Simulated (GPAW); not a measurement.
Input of a GPAW 26.7.0 run:

File POSCAR:

```
CeC
1.0
    0.0000000000      2.5960690000      2.5960690000
    2.5960690000      0.0000000000      2.5960690000
    2.5960690000      2.5960690000      0.0000000000
Ce C
1 1
Direct
    0.0000000000      0.0000000000      0.0000000000
    0.5000000000      0.5000000000      0.5000000000
```

Potentials or basis: GPAW PAW data sets (gpaw-data 1.2.1), pw.

Launch:

```console
$ OMP_NUM_THREADS=1 gpaw run POSCAR -p 'mode=PW(800),xc=PBE,kpts={size:(9,9,9),gamma:True},occupations={name:fermi-dirac,width:0.05},nbands=20,convergence={density:1e-05,energy:1e-05},maxiter=150,txt=gpaw.txt' --properties efsMm -w gs.gpw --modify 'atoms.set_initial_magnetic_moments([1.0, 0.0])'
```

Task: What does it give for the pressure?

Result: 0.0 GPa.

Task: Estimate the band gap on the k mesh.

Result: None (metal or under the smearing width).

Task: Estimate the net moment.

Result: 0.00 μB per cell.

Caveat: one-centre terms of the f shell are cut off; the magnetic or orbital state may not be the lowest; spin-orbit coupling is left out, which moves the levels of the heavy elements; without U or exact exchange the open f shell lies at the Fermi level, which spoils levels, moments and volumes. The state reached can hang on the start; a lower one may exist.
